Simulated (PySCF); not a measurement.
# C4H8Si: the cost of one run

Programs: PySCF 2.14.0, with density-fitted response routines of our own. Each step states its level of theory. These are calculated values for one molecule in the gas phase, unless marked as measured. Atoms count from 0, in the outputs and in this text.

**1. Starting geometry**

13 atoms, charge 0, multiplicity 1; geometry from: GFN2-xTB.

Bonds of the start (Å): C0–C1 1.33, C1–C2 1.46, C2–C3 1.54, C3–Si4 1.87, Si4–C2 1.91, C0–H5 1.08, C0–H6 1.08, C1–H7 1.08, C2–H8 1.08, C3–H9 1.08, C3–H10 1.08, Si4–H11 1.45, Si4–H12 1.45.

**2. TDDFT and polarisability: CAM-B3LYP/def2-SVPD**

The job: settings as JSON, then the geometry in Å.

```
{"job": {"kind": "uv", "xc": "CAM-B3LYP", "basis": "def2-SVPD", "nstates": 8, "ntriplets": 3}, "charge": 0, "multiplicity": 1}
C      1.841104     0.075839    -0.629870
C      1.214471     0.281149     0.521833
C     -0.231998     0.330752     0.729729
C     -1.180441     0.648589    -0.436391
Si    -1.339120    -1.120313     0.159653
H      2.915222     0.044717    -0.688286
H      1.313210    -0.064182    -1.557989
H      1.805523     0.403357     1.422463
H     -0.504804     0.805781     1.665596
H     -1.956117     1.366999    -0.208013
H     -0.702623     0.874236    -1.378834
H     -0.696487    -2.174162    -0.600877
H     -2.482326    -1.472275     0.983259
```

With the program's defaults for keys left out, this is: TDDFT CAM-B3LYP/def2-SVPD, vertical, gas phase, core orbitals frozen in the response.

The run is started by

```sh
> OMP_NUM_THREADS=1 python probes_run.py task.json out
```

One launch serves the whole session: the jobs run in the order shown.

**Question.** How long does this first job take on 1 thread of Arm Neoverse V2, shared host, and how much memory does it need?

About 24 s, with a peak of 0.74 GiB.
